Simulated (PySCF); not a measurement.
# C₃H₅BN₂Si: NMR shifts at several levels of theory, part 1 of 2

How much do the NMR shifts of C₃H₅BN₂Si (`N#CB(C#N)C[SiH3]`) depend on the level of theory, and what does each level cost?

Computed with PySCF 2.14.0, with density-fitted response routines of our own, on a single molecule in the gas phase. Atoms are numbered from 0 throughout.

## 1. Starting geometry

12 atoms, charge 0, multiplicity 1; geometry from: PBE0-D3(BJ)/def2-SVP.

Bonds of the start (Å): N0–C1 1.16, C1–B2 1.54, B2–C3 1.54, C3–N4 1.16, B2–C5 1.53, C5–Si6 1.92, C5–H7 1.10, C5–H8 1.10, Si6–H9 1.49, Si6–H10 1.49, Si6–H11 1.49.

## 2. Shielding tensors: PBE0/6-31G*

The job: settings as JSON, then the geometry in Å.

```
{"job": {"kind": "nmr", "xc": "PBE0", "basis": "6-31G*", "pop": true}, "charge": 0, "multiplicity": 1}
N      1.207724     0.378632    -3.017028
C      1.081460     0.163791    -1.883715
B      0.883826    -0.140219    -0.384534
C      1.962352     0.375116     0.589872
N      2.754117     0.756795     1.347242
C     -0.373726    -0.846478     0.127592
Si    -1.677348     0.509941     0.511616
H     -0.848626    -1.500735    -0.619130
H     -0.223114    -1.370850     1.083657
H     -1.997608     1.264332    -0.733248
H     -1.140533     1.440578     1.544566
H     -2.897321    -0.177351     1.024624
```

Level: GIAO PBE0/6-31G* NMR shielding, non-relativistic, gas phase.

On the command line:

```console
$ OMP_NUM_THREADS=1 python probes_run.py task.json out
```

This one command runs all jobs of the session in turn.

Output:

```text
coarse grid: 11192 points
cycle   1  E = -540.7076434108  dE =  5.958e-01  |g| = 4.767e-01  |ddm| = 3.590e+00
cycle   2  E = -540.4979793730  dE =  2.097e-01  |g| = 1.074e+00  |ddm| = 1.116e+00
cycle   3  E = -540.7627213932  dE = -2.647e-01  |g| = 1.476e-01  |ddm| = 7.652e-01
cycle   4  E = -540.7676530022  dE = -4.932e-03  |g| = 4.708e-02  |ddm| = 1.419e-01
cycle   5  E = -540.7681957745  dE = -5.428e-04  |g| = 1.006e-02  |ddm| = 4.800e-02
cycle   6  E = -540.7682275457  dE = -3.177e-05  |g| = 8.725e-04  |ddm| = 1.301e-02
cycle   7  E = -540.7682277934  dE = -2.477e-07  |g| = 3.026e-04  |ddm| = 1.421e-03
final grid: 105608 points
cycle   8  E = -540.7043739161  dE = -2.004e-05  |g| = 5.071e-03  |ddm| = 1.683e-02
cycle   9  E = -540.7043727642  dE =  1.152e-06  |g| = 5.725e-03  |ddm| = 9.089e-03
cycle  10  E = -540.7043799842  dE = -7.220e-06  |g| = 1.980e-03  |ddm| = 4.961e-03
cycle  11  E = -540.7043808483  dE = -8.640e-07  |g| = 4.568e-04  |ddm| = 1.520e-03
cycle  12  E = -540.7043808988  dE = -5.051e-08  |g| = 9.057e-05  |ddm| = 4.369e-04
cycle  13  E = -540.7043808999  dE = -1.104e-09  |g| = 6.695e-05  |ddm| = 1.044e-04
cycle  14  E = -540.7043809009  dE = -9.868e-10  |g| = 1.291e-05  |ddm| = 5.025e-05
converged SCF energy = -540.7043809009

GIAO shielding tensors (ppm)
atom      isotropic    diamagn.    paramagn.     s11        s22        s33       span
  0 N      -81.019     336.890    -417.908   -252.166   -192.366    201.475    453.641
  1 C       78.663     256.083    -177.420    -28.378    -25.970    290.339    318.717
  2 B       70.479     200.052    -129.573     -8.139     86.371    133.204    141.343
  3 C       78.662     256.312    -177.650    -28.362    -25.962    290.310    318.672
  4 N      -80.916     336.997    -417.913   -251.785   -192.329    201.367    453.153
  5 C      168.756     252.281     -83.525    122.134    182.603    201.530     79.395
  6 Si     455.770     881.926    -426.156    431.752    451.471    484.088     52.336
  7 H       30.092      30.076       0.015     26.721     28.552     35.002      8.281
  8 H       30.104      30.227      -0.124     26.736     28.520     35.054      8.318
  9 H       27.686      29.773      -2.087     24.363     26.428     32.267      7.905
 10 H       27.665      29.901      -2.237     24.346     26.454     32.194      7.848
 11 H       27.503      28.654      -1.150     24.697     25.370     32.443      7.745
```

Run time: 10 s. Hardware: 1 thread of AMD EPYC 7R43, shared host; peak memory 0.62 GiB.

The references, computed at this level on geometries of the same kind, shield at (ppm): ¹H TMS 31.96, ¹³C TMS 194.1, ²⁹Si TMS 418.1, ¹⁵N NH3 259.4, ¹¹B BF3·OEt2 112.3. Their shielding less the atom's gives the shift. The references are single molecules in the gas phase, so shifts against H2O, NH3, PH3, H3PO4 or CFCl3 are not on the usual liquid scales and can be off by tens of ppm. Atoms listed in one row are averaged.

| atoms | environment | σ (ppm) | δ (ppm) |
| --- | --- | --- | --- |
| C1, C3 | nitrile carbon | 78.7 | 115.5 |
| C5 | sp3 CH2 bonded to B and Si | 168.8 | 25.4 |
| H9, H10, H11 | hydrogen on a silicon bonded to C | 27.62 | 4.35 |
| H7, H8 | hydrogen on an sp3 CH2 bonded to B and Si | 30.10 | 1.87 |
| N0, N4 | nitrile nitrogen | -81.0 | 340.4 |
| B2 | boron bonded to 3 C | 70.5 | 41.8 |
| Si6 | silicon bonded to C, 3 H | 455.8 | -37.7 |

Charges from the same density, by scheme (e):

| atoms | Mulliken | IAO | Hirshfeld | ESP fit |
| --- | --- | --- | --- | --- |
| N0, N4 | -0.28 | -0.16 | -0.17 | -0.35 |
| C1, C3 | 0.11 | 0.03 | 0.02 | 0.22 |
| B2 | 0.37 | 0.21 | 0.23 | 0.23 |
| C5 | -0.75 | -0.64 | -0.19 | -0.47 |
| Si6 | 0.36 | 0.61 | 0.32 | 0.33 |

Mayer bond orders: N0–C1 2.80, C1–B2 1.00, B2–C3 1.00, C3–N4 2.80, B2–C5 1.05, C5–Si6 0.85.

## 3. Nuclear shieldings: PBE0/6-311+G(2d,p)

Same as in step 2 but for these lines:

```diff
@@ -1,2 +1,2 @@
-{"job": {"kind": "nmr", "xc": "PBE0", "basis": "6-31G*", "pop": true}, "charge": 0, "multiplicity": 1}
+{"job": {"kind": "nmr", "xc": "PBE0", "basis": "6-311+G(2d,p)", "pop": true}, "charge": 0, "multiplicity": 1}
 N      1.207724     0.378632    -3.017028
```

Method: GIAO PBE0/6-311+G(2d,p) NMR shielding, non-relativistic, gas phase.

Output:

```text
coarse grid: 11192 points
cycle   1  E = -540.7536821059  dE =  5.719e-01  |g| = 4.956e-01  |ddm| = 3.125e+00
cycle   2  E = -540.5392498383  dE =  2.144e-01  |g| = 1.100e+00  |ddm| = 1.161e+00
cycle   3  E = -540.8079939997  dE = -2.687e-01  |g| = 1.671e-01  |ddm| = 6.685e-01
cycle   4  E = -540.8136212283  dE = -5.627e-03  |g| = 5.412e-02  |ddm| = 1.265e-01
cycle   5  E = -540.8143151349  dE = -6.939e-04  |g| = 1.234e-02  |ddm| = 4.599e-02
cycle   6  E = -540.8143563644  dE = -4.123e-05  |g| = 1.464e-03  |ddm| = 1.151e-02
cycle   7  E = -540.8143569957  dE = -6.313e-07  |g| = 3.329e-04  |ddm| = 1.763e-03
final grid: 105608 points
cycle   8  E = -540.8067816931  dE = -3.439e-05  |g| = 4.868e-03  |ddm| = 4.219e-02
cycle   9  E = -540.8067805798  dE =  1.113e-06  |g| = 5.298e-03  |ddm| = 8.092e-03
cycle  10  E = -540.8067865880  dE = -6.008e-06  |g| = 1.590e-03  |ddm| = 4.056e-03
cycle  11  E = -540.8067870845  dE = -4.965e-07  |g| = 5.767e-04  |ddm| = 1.056e-03
cycle  12  E = -540.8067871576  dE = -7.313e-08  |g| = 1.246e-04  |ddm| = 4.179e-04
cycle  13  E = -540.8067871613  dE = -3.626e-09  |g| = 4.058e-05  |ddm| = 1.053e-04
cycle  14  E = -540.8067871615  dE = -2.431e-10  |g| = 2.396e-05  |ddm| = 3.547e-05
converged SCF energy = -540.8067871615

GIAO shielding tensors (ppm)
atom      isotropic    diamagn.    paramagn.     s11        s22        s33       span
  0 N     -113.243     321.124    -434.366   -298.004   -233.907    192.184    490.188
  1 C       58.398     272.461    -214.063    -58.702    -56.997    290.894    349.596
  2 B       58.445     186.470    -128.025    -28.123     76.966    126.493    154.616
  3 C       58.386     272.376    -213.990    -58.703    -57.010    290.871    349.574
  4 N     -113.173     321.135    -434.308   -297.622   -233.879    191.980    489.602
  5 C      156.690     242.613     -85.923    103.384    172.414    194.273     90.889
  6 Si     412.364     878.984    -466.620    384.551    405.879    446.662     62.111
  7 H       29.295      29.510      -0.215     26.084     27.994     33.808      7.724
  8 H       29.302      29.572      -0.270     26.084     27.953     33.870      7.787
  9 H       27.229      29.164      -1.935     24.063     25.930     31.694      7.631
 10 H       27.210      29.259      -2.050     24.046     25.963     31.619      7.573
 11 H       26.987      28.664      -1.677     24.250     24.761     31.951      7.701
```

Run time: 28 s. Hardware: 1 thread of AMD EPYC 7R43, shared host; peak memory 0.98 GiB.

Key values: δ C1 128.0, C5 29.7, N0 375.1, B2 44.0, H9 4.37, H7 2.21 ppm (means over like atoms).

## 4. NMR shieldings: PBE0/def2-SVP

Same as in step 3 but for these lines:

```diff
@@ -1,2 +1,2 @@
-{"job": {"kind": "nmr", "xc": "PBE0", "basis": "6-311+G(2d,p)", "pop": true}, "charge": 0, "multiplicity": 1}
+{"job": {"kind": "nmr", "xc": "PBE0", "basis": "def2-SVP", "pop": true}, "charge": 0, "multiplicity": 1}
 N      1.207724     0.378632    -3.017028
```

With the program's defaults for keys left out, this is: GIAO PBE0/def2-SVP NMR shielding, non-relativistic, gas phase.

Output:

```text
coarse grid: 11192 points
cycle   1  E = -540.3212921910  dE =  5.418e-01  |g| = 4.740e-01  |ddm| = 3.759e+00
cycle   2  E = -540.1035931895  dE =  2.177e-01  |g| = 1.088e+00  |ddm| = 1.038e+00
cycle   3  E = -540.3762189718  dE = -2.726e-01  |g| = 1.365e-01  |ddm| = 7.220e-01
cycle   4  E = -540.3803991275  dE = -4.180e-03  |g| = 4.539e-02  |ddm| = 1.449e-01
cycle   5  E = -540.3809098545  dE = -5.107e-04  |g| = 9.911e-03  |ddm| = 4.571e-02
cycle   6  E = -540.3809409604  dE = -3.111e-05  |g| = 9.108e-04  |ddm| = 1.307e-02
cycle   7  E = -540.3809412362  dE = -2.757e-07  |g| = 2.831e-04  |ddm| = 1.547e-03
final grid: 105608 points
cycle   8  E = -540.4476725985  dE = -1.499e-05  |g| = 4.658e-03  |ddm| = 1.869e-02
cycle   9  E = -540.4476700676  dE =  2.531e-06  |g| = 5.806e-03  |ddm| = 9.058e-03
cycle  10  E = -540.4476772459  dE = -7.178e-06  |g| = 2.097e-03  |ddm| = 5.029e-03
cycle  11  E = -540.4476782331  dE = -9.872e-07  |g| = 3.784e-04  |ddm| = 1.520e-03
cycle  12  E = -540.4476782701  dE = -3.699e-08  |g| = 7.142e-05  |ddm| = 3.724e-04
cycle  13  E = -540.4476782707  dE = -5.688e-10  |g| = 5.697e-05  |ddm| = 8.241e-05
cycle  14  E = -540.4476782714  dE = -7.169e-10  |g| = 1.000e-05  |ddm| = 4.147e-05
converged SCF energy = -540.4476782714

GIAO shielding tensors (ppm)
atom      isotropic    diamagn.    paramagn.     s11        s22        s33       span
  0 N      -92.545     325.725    -418.270   -270.838   -204.052    197.255    468.093
  1 C       75.654     265.829    -190.175    -33.083    -30.322    290.367    323.450
  2 B       66.062     201.699    -135.637    -16.576     81.329    133.434    150.010
  3 C       75.660     266.097    -190.436    -33.071    -30.298    290.350    323.421
  4 N      -92.434     325.838    -418.271   -270.420   -204.025    197.144    467.565
  5 C      168.119     250.515     -82.396    119.038    182.166    203.153     84.115
  6 Si     477.631     880.491    -402.860    446.213    473.157    513.524     67.312
  7 H       29.425      30.650      -1.225     25.988     27.911     34.376      8.388
  8 H       29.432      30.847      -1.416     25.986     27.877     34.432      8.446
  9 H       27.357      29.950      -2.593     24.130     25.996     31.944      7.814
 10 H       27.338      30.082      -2.744     24.114     26.029     31.871      7.756
 11 H       27.073      28.547      -1.475     24.162     24.892     32.163      8.001
```

Wall time 12 s (1 thread of AMD EPYC 7R43, shared host); peak memory 0.66 GiB.

Key values: δ C1 118.1, C5 25.6, N0 362.3, B2 44.6, H9 4.09, H7 1.91 ppm (means over like atoms).

## 5. Shielding tensors: PBE0/def2-TZVP

Same as in step 4 but for these lines:

```diff
@@ -1,2 +1,2 @@
-{"job": {"kind": "nmr", "xc": "PBE0", "basis": "def2-SVP", "pop": true}, "charge": 0, "multiplicity": 1}
+{"job": {"kind": "nmr", "xc": "PBE0", "basis": "def2-TZVP", "pop": true}, "charge": 0, "multiplicity": 1}
 N      1.207724     0.378632    -3.017028
```

With the program's defaults for keys left out, this is: GIAO PBE0/def2-TZVP NMR shielding, non-relativistic, gas phase.

Output:

```text
coarse grid: 11192 points
cycle   1  E = -540.7789550042  dE =  5.682e-01  |g| = 5.007e-01  |ddm| = 2.815e+00
cycle   2  E = -540.5658775878  dE =  2.131e-01  |g| = 1.101e+00  |ddm| = 9.300e-01
cycle   3  E = -540.8341328843  dE = -2.683e-01  |g| = 1.704e-01  |ddm| = 6.147e-01
cycle   4  E = -540.8400263298  dE = -5.893e-03  |g| = 5.669e-02  |ddm| = 1.205e-01
cycle   5  E = -540.8407813878  dE = -7.551e-04  |g| = 1.290e-02  |ddm| = 4.007e-02
cycle   6  E = -540.8408272676  dE = -4.588e-05  |g| = 1.362e-03  |ddm| = 1.110e-02
cycle   7  E = -540.8408278294  dE = -5.618e-07  |g| = 3.481e-04  |ddm| = 1.686e-03
final grid: 105608 points
cycle   8  E = -540.8276939287  dE = -3.686e-05  |g| = 5.220e-03  |ddm| = 4.833e-02
cycle   9  E = -540.8276927448  dE =  1.184e-06  |g| = 5.599e-03  |ddm| = 8.211e-03
cycle  10  E = -540.8276992210  dE = -6.476e-06  |g| = 1.854e-03  |ddm| = 4.107e-03
cycle  11  E = -540.8276999039  dE = -6.829e-07  |g| = 6.164e-04  |ddm| = 1.056e-03
cycle  12  E = -540.8276999876  dE = -8.369e-08  |g| = 1.372e-04  |ddm| = 3.967e-04
cycle  13  E = -540.8276999919  dE = -4.272e-09  |g| = 5.075e-05  |ddm| = 1.219e-04
cycle  14  E = -540.8276999923  dE = -4.462e-10  |g| = 2.408e-05  |ddm| = 3.696e-05
converged SCF energy = -540.8276999923

GIAO shielding tensors (ppm)
atom      isotropic    diamagn.    paramagn.     s11        s22        s33       span
  0 N     -117.133     325.673    -442.805   -303.720   -238.969    191.291    495.011
  1 C       57.949     266.067    -208.118    -59.274    -57.789    290.911    350.184
  2 B       58.352     197.570    -139.218    -28.837     76.551    127.343    156.180
  3 C       57.941     266.305    -208.364    -59.280    -57.796    290.899    350.179
  4 N     -117.062     325.850    -442.912   -303.337   -238.932    191.083    494.420
  5 C      156.985     245.076     -88.091    104.115    172.765    194.076     89.961
  6 Si     399.495     878.393    -478.897    371.991    391.064    435.431     63.441
  7 H       29.284      29.681      -0.398     26.129     28.007     33.715      7.587
  8 H       29.291      29.793      -0.502     26.127     27.971     33.776      7.648
  9 H       27.200      29.684      -2.484     24.105     25.871     31.623      7.518
 10 H       27.179      29.799      -2.620     24.088     25.903     31.548      7.460
 11 H       26.947      28.439      -1.492     24.292     24.682     31.868      7.576
```

Wall time 33 s (1 thread of AMD EPYC 7R43, shared host); peak memory 0.93 GiB.

This run: δ C1 128.7, C5 29.7, N0 383.0, B2 44.3, H9 4.37, H7 2.19 ppm (means over like atoms).

## 6. Shielding tensors: PBE0/cc-pVDZ

Same as in step 5 but for these lines:

```diff
@@ -1,2 +1,2 @@
-{"job": {"kind": "nmr", "xc": "PBE0", "basis": "def2-TZVP", "pop": true}, "charge": 0, "multiplicity": 1}
+{"job": {"kind": "nmr", "xc": "PBE0", "basis": "cc-pVDZ", "pop": true}, "charge": 0, "multiplicity": 1}
 N      1.207724     0.378632    -3.017028
```

Method: GIAO PBE0/cc-pVDZ NMR shielding, non-relativistic, gas phase.

Output:

```text
coarse grid: 11192 points
cycle   1  E = -540.6630004727  dE =  6.280e-01  |g| = 4.767e-01  |ddm| = 6.754e+00
cycle   2  E = -540.4419595481  dE =  2.210e-01  |g| = 1.096e+00  |ddm| = 1.759e+00
cycle   3  E = -540.7185719685  dE = -2.766e-01  |g| = 1.389e-01  |ddm| = 1.195e+00
cycle   4  E = -540.7229322420  dE = -4.360e-03  |g| = 4.594e-02  |ddm| = 2.704e-01
cycle   5  E = -540.7234540579  dE = -5.218e-04  |g| = 1.007e-02  |ddm| = 7.718e-02
cycle   6  E = -540.7234864470  dE = -3.239e-05  |g| = 9.439e-04  |ddm| = 2.363e-02
cycle   7  E = -540.7234867432  dE = -2.963e-07  |g| = 2.884e-04  |ddm| = 2.782e-03
final grid: 105608 points
cycle   8  E = -540.7419109856  dE = -1.700e-05  |g| = 4.967e-03  |ddm| = 4.903e-02
cycle   9  E = -540.7419102691  dE =  7.165e-07  |g| = 5.389e-03  |ddm| = 1.849e-02
cycle  10  E = -540.7419171367  dE = -6.868e-06  |g| = 1.470e-03  |ddm| = 9.418e-03
cycle  11  E = -540.7419175944  dE = -4.577e-07  |g| = 4.987e-04  |ddm| = 2.024e-03
cycle  12  E = -540.7419176528  dE = -5.846e-08  |g| = 8.167e-05  |ddm| = 6.965e-04
cycle  13  E = -540.7419176538  dE = -1.004e-09  |g| = 5.604e-05  |ddm| = 1.544e-04
cycle  14  E = -540.7419176545  dE = -6.812e-10  |g| = 1.401e-05  |ddm| = 7.336e-05
converged SCF energy = -540.7419176545

GIAO shielding tensors (ppm)
atom      isotropic    diamagn.    paramagn.     s11        s22        s33       span
  0 N      -87.188     337.335    -424.523   -260.513   -200.350    199.299    459.812
  1 C       76.662     261.830    -185.168    -31.349    -29.467    290.802    322.150
  2 B       69.588     199.825    -130.237    -12.487     85.792    135.460    147.948
  3 C       76.665     262.046    -185.381    -31.333    -29.452    290.780    322.114
  4 N      -87.064     337.468    -424.532   -260.081   -200.294    199.183    459.264
  5 C      170.275     247.675     -77.400    122.560    184.398    203.867     81.308
  6 Si     481.707     882.991    -401.284    454.605    480.103    510.414     55.809
  7 H       29.266      29.706      -0.439     25.915     27.799     34.085      8.170
  8 H       29.271      29.937      -0.666     25.913     27.760     34.141      8.228
  9 H       27.344      30.077      -2.734     24.047     25.881     32.103      8.056
 10 H       27.325      30.238      -2.913     24.031     25.914     32.031      8.000
 11 H       27.052      28.722      -1.671     24.118     24.744     32.293      8.176
```

Run time: 13 s. Hardware: 1 thread of AMD EPYC 7R43, shared host; peak memory 0.71 GiB.

Key values: δ C1 120.1, C5 26.5, N0 360.2, B2 44.2, H9 4.05, H7 2.02 ppm (means over like atoms).

## 7. Nuclear shieldings: PBE0/cc-pVTZ

Same as in step 6 but for these lines:

```diff
@@ -1,2 +1,2 @@
-{"job": {"kind": "nmr", "xc": "PBE0", "basis": "cc-pVDZ", "pop": true}, "charge": 0, "multiplicity": 1}
+{"job": {"kind": "nmr", "xc": "PBE0", "basis": "cc-pVTZ", "pop": true}, "charge": 0, "multiplicity": 1}
 N      1.207724     0.378632    -3.017028
```

Level: GIAO PBE0/cc-pVTZ NMR shielding, non-relativistic, gas phase.

Output:

```text
coarse grid: 11192 points
cycle   1  E = -540.7589850724  dE =  5.746e-01  |g| = 4.968e-01  |ddm| = 7.140e+00
cycle   2  E = -540.5502379330  dE =  2.087e-01  |g| = 1.093e+00  |ddm| = 1.712e+00
cycle   3  E = -540.8139299612  dE = -2.637e-01  |g| = 1.683e-01  |ddm| = 1.195e+00
cycle   4  E = -540.8196813472  dE = -5.751e-03  |g| = 5.674e-02  |ddm| = 2.965e-01
cycle   5  E = -540.8204377980  dE = -7.565e-04  |g| = 1.263e-02  |ddm| = 9.008e-02
cycle   6  E = -540.8204822505  dE = -4.445e-05  |g| = 1.379e-03  |ddm| = 2.371e-02
cycle   7  E = -540.8204828254  dE = -5.749e-07  |g| = 3.466e-04  |ddm| = 3.266e-03
final grid: 105608 points
cycle   8  E = -540.8219314775  dE = -4.000e-05  |g| = 5.329e-03  |ddm| = 7.681e-02
cycle   9  E = -540.8219303688  dE =  1.109e-06  |g| = 5.709e-03  |ddm| = 1.863e-02
cycle  10  E = -540.8219372076  dE = -6.839e-06  |g| = 1.749e-03  |ddm| = 9.573e-03
cycle  11  E = -540.8219378110  dE = -6.034e-07  |g| = 6.084e-04  |ddm| = 2.264e-03
cycle  12  E = -540.8219378924  dE = -8.138e-08  |g| = 1.305e-04  |ddm| = 8.474e-04
cycle  13  E = -540.8219378963  dE = -3.914e-09  |g| = 4.335e-05  |ddm| = 2.263e-04
cycle  14  E = -540.8219378965  dE = -2.624e-10  |g| = 2.707e-05  |ddm| = 7.317e-05
converged SCF energy = -540.8219378965

GIAO shielding tensors (ppm)
atom      isotropic    diamagn.    paramagn.     s11        s22        s33       span
  0 N     -114.148     334.847    -448.995   -299.095   -235.655    192.307    491.403
  1 C       59.276     261.106    -201.830    -57.118    -55.447    290.392    347.509
  2 B       59.754     192.587    -132.833    -26.391     77.361    128.292    154.684
  3 C       59.277     261.357    -202.081    -57.120    -55.430    290.380    347.499
  4 N     -114.068     334.957    -449.024   -298.712   -235.613    192.122    490.835
  5 C      158.572     245.985     -87.413    106.923    173.429    195.363     88.441
  6 Si     421.346     886.267    -464.921    393.435    412.100    458.503     65.068
  7 H       29.083      29.710      -0.627     25.844     27.697     33.709      7.865
  8 H       29.090      29.868      -0.778     25.847     27.658     33.767      7.920
  9 H       27.229      29.651      -2.422     24.047     25.882     31.757      7.710
 10 H       27.209      29.801      -2.592     24.030     25.915     31.682      7.652
 11 H       26.979      28.268      -1.289     24.250     24.685     32.002      7.752
```

It took 38 s on 1 thread of AMD EPYC 7R43, shared host; peak memory 1 GiB.

This run: δ C1 128.0, C5 28.7, N0 380.9, B2 43.0, H9 4.15, H7 2.20 ppm (means over like atoms).

(Continued in part 2 of 2.)
